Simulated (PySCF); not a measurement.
# BF3H2O: the cost of one run

The runs use PySCF 2.14.0, with density-fitted response routines of our own; the level of theory stands in each step. All values are computed, except where a source is named. Atoms are numbered from 0 throughout.

### 1 Starting geometry

7 atoms, charge 0, multiplicity 1; geometry from: GFN2-xTB.

Bonds of the start (Å): O0–B1 1.79, B1–F2 1.33, B1–F3 1.33, B1–F4 1.34, O0–H5 0.97, O0–H6 0.97.

### 2 Optimising the geometry at PBE0-D3(BJ)/def2-SVP

The job: settings as JSON, then the geometry in Å.

```
{"job": {"xc": "PBE0", "basis": "def2-SVP", "d3": "d3bj", "grid": 1, "kind": "geom"}, "charge": 0, "multiplicity": 1}
O      1.530100    -0.327010    -0.231390
B     -0.207280     0.043510     0.001220
F     -0.793140    -0.727680    -0.904250
F     -0.219540     1.358910    -0.204990
F     -0.353080    -0.340150     1.279420
H      1.678420    -1.156470     0.242830
H      1.999940     0.394080     0.209340
```

**Question.** How long does this first job take on 4 threads of Intel Xeon Platinum 8259CL at 2.50GHz (Skylake/Cascade Lake), shared host?

About 17 s.
